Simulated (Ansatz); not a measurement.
# Zn4O: the cost of one run

Method: DFT PBE, scalar-relativistic, plane waves, PAW, unless a step names another level, in Ansatz 0.2.0.

### 1 The structure to begin with

It takes space group P3m1 (No. 156, trigonal). The conventional cell has a = 3.040 Å, b = 3.040 Å, c = 9.037 Å, α = 90.00°, β = 90.00°, γ = 120.00°. Zn (site symmetry 3m) has 1 O at 1.92 Å in its first shell of neighbours. Zn (site symmetry 3m) has 3 O at 2.00 Å in its first shell of neighbours. Zn (site symmetry 3m) is surrounded by 12 Zn at 2.70 to 3.04 Å. Around Zn (site symmetry 3m) lie 6 Zn at 2.64 to 2.70 Å. Around O (site symmetry 3m) lie 4 Zn at 1.92 to 2.00 Å.

Structure file:

```
CELL_PARAMETERS angstrom
3.03970 0.00000 0.00000
-1.51985 2.63246 0.00000
0.00000 0.00000 9.03705
ATOMIC_POSITIONS crystal
Zn 0.66667 0.33333 0.01879
Zn 0.00000 0.00000 0.69996
Zn 0.33333 0.66667 0.46340
Zn 0.00000 0.00000 0.23631
O 0.66667 0.33333 0.80607
```

It came out lowest among 34 distinct ends of the trial cells. At a tolerance of 0.05 Å it has space group P3m1 (No. 156).

### 2 Relaxing to 0.001 eV/Å, on the response runs' mesh and smearing

File input.yaml:

```yaml
crystal:
  lattice:
    - [3.0397018791, 0.0, 0.0]
    - [-1.5198509396, 2.6324590472, 0.0]
    - [0.0, 0.0, 9.0370511697]
  atoms:
    - { symbol: Zn, position: [0.6666666667, 0.3333333333, 0.0187892873] }
    - { symbol: Zn, position: [0.0, 0.0, 0.6999552407] }
    - { symbol: Zn, position: [0.3333333333, 0.6666666667, 0.4633961236] }
    - { symbol: Zn, position: [0.0, 0.0, 0.2363102404] }
    - { symbol: O, position: [0.6666666667, 0.3333333333, 0.8060677681] }
basis:
  ecutwfc: 420
kpoints:
  mp_grid: { grid: [12, 12, 4] }
hamiltonian:
  xc: pbe
scf:
  occupations: { method: gaussian, width: 0.1 }
output:
  forces: true
  stress: true
  eigenvalues: true
relax:
  adjacent_minimum: "off"
  f_tol: 0.001
  max_steps: 60
  cell: { stress_tol: 0.01 }
```

Started as:

```sh
$ ansatz run input.yaml --threads 3 --pin off --max-ram 7680MiB --backend cpu --events-out ev --progress --plain --runs-dir out
```

What time and memory should one allow on 3 threads of Intel Xeon 6975P-C (Granite Rapids), shared host?

About 7.4 s, with a peak of 0.5 GiB.
